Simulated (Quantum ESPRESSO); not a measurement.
# LaMnIn (P-6m2) in Quantum ESPRESSO: equation of state, part 2 of 2

Quantum ESPRESSO 7.5. Earlier steps stand in the parts before.

## 3. Single point, PBE, collinear spin, ferromagnetic start, 23.95 Å³/atom

File pw.in:

```
&CONTROL
  calculation = 'scf'
  prefix = 'pwscf'
  outdir = './tmp'
  pseudo_dir = './pseudo'
  tprnfor = .true.
  tstress = .true.
  disk_io = 'nowf'
/
&SYSTEM
  ibrav = 0
  nat = 3
  ntyp = 3
  ecutwfc = 65
  ecutrho = 780
  nbnd = 31
  occupations = 'smearing'
  smearing = 'fd'
  degauss = 0.00367493
  nspin = 2
  starting_magnetization(1) = 0
  starting_magnetization(2) = 0
  starting_magnetization(3) = 0.2667
/
&ELECTRONS
  conv_thr = 6d-10
  electron_maxstep = 120
  mixing_beta = 0.3
/
ATOMIC_SPECIES
La   138.9055 La.paw.z_11.atompaw.wentzcovitch.v1.2.upf
In   114.8180 In.pbe-dn-rrkjus_psl.0.2.2.UPF
Mn    54.9380 mn_pbe_v1.5.uspp.F.UPF
CELL_PARAMETERS angstrom
   4.5312609726    0.0000000000    0.0000000000
  -2.2656304863    3.9241871135    0.0000000000
   0.0000000000    0.0000000000    4.0411933076
ATOMIC_POSITIONS crystal
La     0.0000000000    0.0000000000    0.0000000000
In     0.3333333333    0.6666666667    0.5000000000
Mn     0.6666666667    0.3333333333    0.5000000000
K_POINTS automatic
7 7 7 0 0 0
```

Potentials or basis: SSSP 1.3 efficiency PBE.

Run with:

```sh
OMP_NUM_THREADS=1 mpirun -n 2 pw.x -nk 2 -in pw.in > pw.out
```

Run time: 7.6 min. Hardware: 2 MPI ranks of Arm Neoverse N1, shared host; peak memory 2 GiB.

Results (log left out):

```yaml
Free_energy: -11078.8708 eV
Pressure: 8.4 GPa
Band_gap_on_the_k_mesh: none (metal or under the smearing width)
Net_moment: 3.16 μB per cell
Absolute_moment: 4.34 μB per cell
Site_moments: La -0.17; In -0.04; Mn +3.49 μB
Valence_electrons_inside_the_program's_atomic_spheres: La 8.69; In 10.69; Mn 13.41
```

## 4. Single point, PBE, collinear spin, ferromagnetic start, 24.45 Å³/atom

Changes to pw.in since step 3:

```diff
@@ -34,5 +34,5 @@
 CELL_PARAMETERS angstrom
-   4.5312609726    0.0000000000    0.0000000000
-  -2.2656304863    3.9241871135    0.0000000000
-   0.0000000000    0.0000000000    4.0411933076
+   4.5625120358    0.0000000000    0.0000000000
+  -2.2812560179    3.9512513281    0.0000000000
+   0.0000000000    0.0000000000    4.0690644870
 ATOMIC_POSITIONS crystal
```

Run with:

```sh
OMP_NUM_THREADS=1 mpirun -n 2 pw.x -nk 2 -in pw.in > pw.out
```

Run time: 7.8 min. Hardware: 2 MPI ranks of Arm Neoverse N1, shared host; peak memory 2.1 GiB.

The run converged. Its results:

```
Free energy                                           : -11078.9418 eV
Pressure                                              : 6.7 GPa
Band gap on the k mesh                                : none (metal or under the smearing width)
Net moment                                            : 3.17 μB per cell
Absolute moment                                       : 4.41 μB per cell
Site moments                                          : La -0.18; In -0.05; Mn +3.53 μB
Valence electrons inside the program's atomic spheres : La 8.70; In 10.72; Mn 13.42
```

## 5. Single point, PBE, collinear spin, ferromagnetic start, 24.95 Å³/atom

Changes to pw.in since step 4:

```diff
@@ -34,5 +34,5 @@
 CELL_PARAMETERS angstrom
-   4.5625120358    0.0000000000    0.0000000000
-  -2.2812560179    3.9512513281    0.0000000000
-   0.0000000000    0.0000000000    4.0690644870
+   4.5933407550    0.0000000000    0.0000000000
+  -2.2966703775    3.9779497821    0.0000000000
+   0.0000000000    0.0000000000    4.0965590000
 ATOMIC_POSITIONS crystal
```

Run with:

```sh
OMP_NUM_THREADS=1 mpirun -n 2 pw.x -nk 2 -in pw.in > pw.out
```

It took 7.3 min on 2 MPI ranks of Arm Neoverse N1, shared host; peak memory 2.1 GiB.

Results (log left out):

* Free energy: -11078.9973 eV
* Pressure: 5.1 GPa
* Band gap on the k mesh: none (metal or under the smearing width)
* Net moment: 3.17 μB per cell
* Absolute moment: 4.46 μB per cell
* Site moments: La -0.19; In -0.05; Mn +3.57 μB
* Valence electrons inside the program's atomic spheres: La 8.72; In 10.75; Mn 13.44

## 6. Single point, PBE, collinear spin, ferromagnetic start, 25.45 Å³/atom

Changes to pw.in since step 5:

```diff
@@ -34,5 +34,5 @@
 CELL_PARAMETERS angstrom
-   4.5933407550    0.0000000000    0.0000000000
-  -2.2966703775    3.9779497821    0.0000000000
-   0.0000000000    0.0000000000    4.0965590000
+   4.6237611167    0.0000000000    0.0000000000
+  -2.3118805584    4.0042945882    0.0000000000
+   0.0000000000    0.0000000000    4.1236893205
 ATOMIC_POSITIONS crystal
```

Potentials or basis: SSSP 1.3 efficiency PBE.

Run with:

```sh
OMP_NUM_THREADS=1 mpirun -n 2 pw.x -nk 2 -in pw.in > pw.out
```

Wall time 7.8 min (2 MPI ranks of Arm Neoverse N1, shared host); peak memory 2.1 GiB.

It converged, with:

| Item | Value |
| --- | --- |
| Free energy | -11079.0387 eV |
| Pressure | 3.7 GPa |
| Band gap on the k mesh | none (metal or under the smearing width) |
| Net moment | 3.18 μB per cell |
| Absolute moment | 4.52 μB per cell |
| Site moments | La -0.20; In -0.05; Mn +3.61 μB |
| Valence electrons inside the program's atomic spheres | La 8.74; In 10.78; Mn 13.45 |

## 7. Single point, PBE, collinear spin, ferromagnetic start, 25.95 Å³/atom

Changes to pw.in since step 6:

```diff
@@ -34,5 +34,5 @@
 CELL_PARAMETERS angstrom
-   4.6237611167    0.0000000000    0.0000000000
-  -2.3118805584    4.0042945882    0.0000000000
-   0.0000000000    0.0000000000    4.1236893205
+   4.6537863809    0.0000000000    0.0000000000
+  -2.3268931904    4.0302972297    0.0000000000
+   0.0000000000    0.0000000000    4.1504672742
 ATOMIC_POSITIONS crystal
```

Potentials or basis: SSSP 1.3 efficiency PBE.

Run with:

```sh
OMP_NUM_THREADS=1 mpirun -n 2 pw.x -nk 2 -in pw.in > pw.out
```

pw.out:

```text
This program is part of the open-source Quantum ESPRESSO suite
     for quantum simulation of materials; please cite
         "P. Giannozzi et al., J. Phys.:Condens. Matter 21 395502 (2009);
         "P. Giannozzi et al., J. Phys.:Condens. Matter 29 465901 (2017);
         "P. Giannozzi et al., J. Chem. Phys. 152 154105 (2020);
     in publications or presentations arising from this work. More details at

     file La.paw.z_11.atompaw.wentzcovitch.v1.2.upf: wavefunction(s)  6S 0P 5D 0D 4F 0F renormalized
     file In.pbe-dn-rrkjus_psl.0.2.2.UPF: wavefunction(s)  5S renormalized
     Message from routine setup:
     using ibrav=0 with symmetry is DISCOURAGED, use correct ibrav instead

     K-points division:     npool     =       2
     Subspace diagonalization in iterative solution of the eigenvalue problem:
     a serial algorithm will be used

     G-vector sticks info
     --------------------
[... 801 lines left out ...]
    13.2617  13.2884  13.4135  13.4202  13.4429  13.4745  15.1572

     the Fermi energy is    11.2489 ev

!    total energy              =    -814.29642099 Ry
     estimated scf accuracy    <          5.6E-10 Ry
     smearing contrib. (-TS)   =      -0.00112618 Ry
     internal energy E=F+TS    =    -814.29529482 Ry

     The total energy is F=E-TS. E is the sum of the following terms:
     one-electron contribution =    -199.60470373 Ry
     hartree contribution      =     122.74150940 Ry
     xc contribution           =     -87.45458644 Ry
     ewald contribution        =    -256.37863399 Ry
     one-center paw contrib.   =    -393.59888006 Ry

     total magnetization       =     3.19 Bohr mag/cell
     absolute magnetization    =     4.57 Bohr mag/cell

     convergence has been achieved in  16 iterations

     negative rho (up, down):  1.198E-04 8.488E-05

     Forces acting on atoms (cartesian axes, Ry/au):

     atom    1 type  1   force =     0.00000000    0.00000000    0.00000000
     atom    2 type  2   force =     0.00000000    0.00000000    0.00000000
     atom    3 type  3   force =     0.00000000    0.00000000    0.00000000

     Total force =     0.000000     Total SCF correction =     0.000000

     Computing stress (Cartesian axis) and pressure

     negative rho (up, down):  1.198E-04 8.488E-05
          total   stress  (Ry/bohr**3)                   (kbar)     P=       23.61
   0.00023047  -0.00000000  -0.00000000           33.90       -0.00       -0.00
  -0.00000000   0.00023047   0.00000000           -0.00       33.90        0.00
  -0.00000000   0.00000000   0.00002054           -0.00        0.00        3.02

=------------------------------------------------------------------------------=
   JOB DONE.
=------------------------------------------------------------------------------=
```

Wall time 8.5 min (2 MPI ranks of Arm Neoverse N1, shared host); peak memory 2.2 GiB.

What came out:

```yaml
Free_energy: -11079.0672 eV
Pressure: 2.4 GPa
Band_gap_on_the_k_mesh: none (metal or under the smearing width)
Net_moment: 3.19 μB per cell
Absolute_moment: 4.57 μB per cell
Site_moments: La -0.21; In -0.06; Mn +3.65 μB
Valence_electrons_inside_the_program's_atomic_spheres: La 8.76; In 10.81; Mn 13.46
```

## 8. Single point, PBE, collinear spin, ferromagnetic start, 26.45 Å³/atom

Changes to pw.in since step 7:

```diff
@@ -34,5 +34,5 @@
 CELL_PARAMETERS angstrom
-   4.6537863809    0.0000000000    0.0000000000
-  -2.3268931904    4.0302972297    0.0000000000
-   0.0000000000    0.0000000000    4.1504672742
+   4.6834291316    0.0000000000    0.0000000000
+  -2.3417145658    4.0559686048    0.0000000000
+   0.0000000000    0.0000000000    4.1769040842
 ATOMIC_POSITIONS crystal
```

Run with:

```sh
OMP_NUM_THREADS=1 mpirun -n 2 pw.x -nk 2 -in pw.in > pw.out
```

It took 8.5 min on 2 MPI ranks of Arm Neoverse N1, shared host; peak memory 2.2 GiB.

Results (log left out):

```
Free energy                                           : -11079.0842 eV
Pressure                                              : 1.2 GPa
Band gap on the k mesh                                : none (metal or under the smearing width)
Net moment                                            : 3.20 μB per cell
Absolute moment                                       : 4.62 μB per cell
Site moments                                          : La -0.22; In -0.06; Mn +3.69 μB
Valence electrons inside the program's atomic spheres : La 8.77; In 10.84; Mn 13.48
```

## 9. Equation of state, PBE, collinear spin, ferromagnetic start

Potentials or basis: SSSP 1.3 efficiency PBE.

This step only gathers the single runs of the series.

What came out:

```yaml
Equilibrium_volume: "27.02 Å³/atom (rough: see the caveat)"
Bulk_modulus_at_fixed_shape_and_positions: 55 GPa (rough)
```

Energy against volume, from the lowest point:
| volume (Å³/atom) | energy (meV/atom) |
| --- | --- |
| 23.454 | 100.46 |
| 23.953 | 71.11 |
| 24.452 | 47.46 |
| 24.951 | 28.97 |
| 25.450 | 15.17 |
| 25.949 | 5.65 |
| 26.448 | 0.00 |

Caveat: the minimum lies outside the volumes run; the cell was scaled at fixed shape and fractional positions, which overstates the stiffness of a crystal with free parameters, most of all of layers and chains.
